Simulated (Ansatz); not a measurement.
Run this with Ansatz 0.2.0, Python API and show what comes out.

The script, `ch6asnsi_methods.py`:
```python
"""CH6AsNSi at several levels of theory."""

from pathlib import Path

import ansatz as az
import numpy as np

BASIS = "def2-SVP"


def main() -> None:
    geometry_ang = [
        ("N", (-1.2141, 1.7261, 0.7593)),
        ("C", (-0.2652, 0.9618, 0.3623)),
        ("Si", (-0.636, -0.7641, -0.1627)),
        ("As", (1.3296, -1.8167, -0.8067)),
        ("H", (-1.0183, 2.6932, 1.0552)),
        ("H", (0.7575, 1.3252, 0.3332)),
        ("H", (-1.2394, -1.4983, 0.9593)),
        ("H", (-1.5726, -0.7407, -1.2959)),
        ("H", (1.7723, -0.5864, -1.6645)),
        ("H", (2.0863, -1.3002, 0.4605)),
    ]
    system = az.Crystal.molecule()
    for symbol, xyz in geometry_ang:
        system = system.atom(symbol, xyz)

    calc = system.calculation().basis(gaussian=BASIS)

    print("functional    E (Ha)        dipole (D)   HOMO (eV)  LUMO (eV)")
    for name in ["r2scan", "cam_b3lyp", "revpbe", "r2scan0", "lda", "b3lyp"]:
        r = calc.functional(name).forces().orbitals().run(threads=1, backend="cpu", runs_dir="runs").report
        lines = Path(r["orbitals_path"]).read_text().splitlines()
        field_of = lambda key: [line.split("=")[1].strip() for line in lines if line.startswith(key)]
        orbitals = [(27.211386 * float(e), s, float(n)) for e, s, n in zip(field_of("Ene="), field_of("Spin="), field_of("Occup="))]
        homo = max(e for e, _, n in orbitals if n > 0.5)
        lumo = min(e for e, _, n in orbitals if n < 0.5)
        dipole = 4.803205 * np.linalg.norm(r["charge_distribution"]["dipole_moment_e_ang"])
        print(f"{name:10s} {r['free_energy_ev'] / 27.211386246:14.6f} {dipole:9.3f} {homo:11.3f} {lumo:10.3f}")


if __name__ == "__main__":
    main()
```

```console
$ python ch6asnsi_methods.py
functional    E (Ha)        dipole (D)   HOMO (eV)  LUMO (eV)
r2scan       -2621.269917     1.736      -5.862     -2.034
cam_b3lyp    -2621.429062     1.671      -8.313      0.219
revpbe       -2621.094188     1.632      -5.472     -2.067
r2scan0      -2621.238598     1.778      -7.223     -1.037
lda          -2616.056458     1.785      -5.535     -2.346
b3lyp        -2621.422281     1.618      -6.713     -1.250
```

Total energies depend on the basis set; only differences at equal settings carry meaning. The geometry is a force-field or estimated start, not a minimum of this method, and the basis set is short of its limit. A lower total doesn't mark the better method: functionals have no common bound, and MP2 and coupled cluster aren't variational. b3lyp holds the VWN-RPA fit, as in Gaussian; the form of ORCA and Turbomole is b3lyp5. Levels such as HOMO and LUMO are orbital energies: with these approximate functionals they aren't the ionisation energy and electron affinity, and their gap isn't the fundamental gap. Timing: 36 s on 1 thread of Arm Neoverse V1, on a shared host, peak memory 0.35 GiB.

(Lines on the test bed's own set-up are left out of the output.)
